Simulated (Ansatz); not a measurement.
# SiGeH6: basis-set convergence

Aim: see how fast density functionals converge with the basis set for SiGeH6.

Program: Ansatz 0.2.0, Gaussian basis. Level of theory: one geometry, several basis sets. These are calculated values, not measurements.

Plan: PBE0-D4/def2-SVP; ωB97M-V/def2-SVP; PBE0-D4/def2-QZVPP; ωB97M-V/def2-QZVPP; the functionals' def2-TZVPP values are taken from earlier runs.

## (1) The geometry

The geometry comes from an earlier relaxation with PBE0-D4 in a triple-zeta def2 set; it is a stationary point, not always the lowest conformer.

SMILES `[SiH3][GeH3]`, 8 atoms, charge 0, spin multiplicity 1.

Atoms are counted from 1 here; the program's logs count them from 0.

Bond lengths: Si1–Ge2 2.378 Å, Si1–H3 1.487 Å, Si1–H4 1.487 Å, Si1–H5 1.487 Å, Ge2–H6 1.538 Å, Ge2–H7 1.538 Å, Ge2–H8 1.538 Å. Angles: Ge2–Si1–H3 110.1°, Ge2–Si1–H4 110.1°, Ge2–Si1–H5 110.1°, H3–Si1–H4 108.8°, H3–Si1–H5 108.8°, H4–Si1–H5 108.8°, Si1–Ge2–H6 110.6°, Si1–Ge2–H7 110.6°, Si1–Ge2–H8 110.6°, H6–Ge2–H7 108.3°, H6–Ge2–H8 108.3°, H7–Ge2–H8 108.3°.

## (2) PBE0-D4 in def2-SVP

Input file in.yaml:

```yaml
crystal:
  periodic: [false, false, false]
  atoms:
    - {symbol: Si, position_ang: [-0.516739, 0.386456, -1.010152]}
    - {symbol: Ge, position_ang: [0.529718, -0.393822, 0.977364]}
    - {symbol: H, position_ang: [-1.894869, 0.857222, -0.710941]}
    - {symbol: H, position_ang: [-0.590820, -0.708397, -2.013252]}
    - {symbol: H, position_ang: [0.260842, 1.514521, -1.587442]}
    - {symbol: H, position_ang: [0.619058, 0.733613, 2.019449]}
    - {symbol: H, position_ang: [1.954267, -0.890474, 0.679093]}
    - {symbol: H, position_ang: [-0.269258, -1.556220, 1.590084]}
basis:
  gaussian: {orbitals: def2-SVP}
hamiltonian: {xc: pbe0, dispersion: d4}
output: {orbitals: {seedname: orbitals}}
```

After this run come: ωB97M-V in def2-SVP; PBE0-D4 in def2-QZVPP; ωB97M-V in def2-QZVPP.

**Question.** What will the summary of the whole plan be? Wanted: PBE0-D4: double and triple zeta above quadruple; ωB97M-V: double and triple zeta above quadruple.

As calculated:

| quantity | value |
| --- | --- |
| PBE0-D4: double and triple zeta above quadruple | 11.44, 1.50 eV |
| ωB97M-V: double and triple zeta above quadruple | 11.46, 1.46 eV |

What this shows: For PBE0-D4 the step from double to triple zeta gains 9.94 eV and the next only 1.50 eV. These are total energies; as a rule much of such shifts cancels in differences, which this series doesn't test. The LUMO of ωB97M-V is positive and keeps falling with the basis (2.56 to 1.35 eV): an unbound level that the basis holds in place.
